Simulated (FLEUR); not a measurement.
Crystal: Ag.

```
Ag
1.0
     2.93000    0.00000    0.00000
    -1.46500    2.53745    0.00000
     0.00000    0.00000    4.79000
Ag
2
Direct
  0.66667 0.33333 0.75000
  0.33333 0.66667 0.25000
```

This isn't the form of Ag at room conditions, which is fcc.

- Program: FLEUR MaX-R8.1 (later development tree)
- Task: single point
- Functional: PBEsol
- Potentials or basis: all-electron
- Basis: FLAPW
- Kmax: 4.1 1/bohr
- k mesh: 10 × 10 × 6
- Occupations: fermi-dirac, width 0.05 eV
- Spin: no spin polarisation
- Gmax: 12.7 1/bohr
- Muffin-tin radii: Ag 2.49 bohr
- lmax: Ag 10
- lnonsphr: Ag 10
- Local orbitals a species: Ag 5
- Max iterations: 60
- Mixing factor: 0.05
- Mixer: Anderson
- Mixer history: 15

On this cell: largest force under 0.003 eV/Å; band gap on the k mesh none (metal or under the smearing width).

The same run follows on a disturbed copy (atoms moved at random, drawn with an rms of 0.05 Å):

```xyz
2
Lattice="2.9300 0.0000 0.0000 -1.4650 2.5375 0.0000 0.0000 0.0000 4.7900" Properties=species:S:1:pos:R:3 pbc="T T T"
Ag    1.4937    0.8883    3.5776
Ag    0.0046    1.7069    1.2002
```

Q: What does the disturbed cell give?

A: The energy (extrapolated to zero smearing) moves by +0.6 meV/atom; largest force 0.083 eV/Å; band gap on the k mesh none (metal or under the smearing width).

Forces on the atoms (eV/Å):
```
Ag  -0.020 -0.021  0.078
Ag   0.020  0.021 -0.078
```
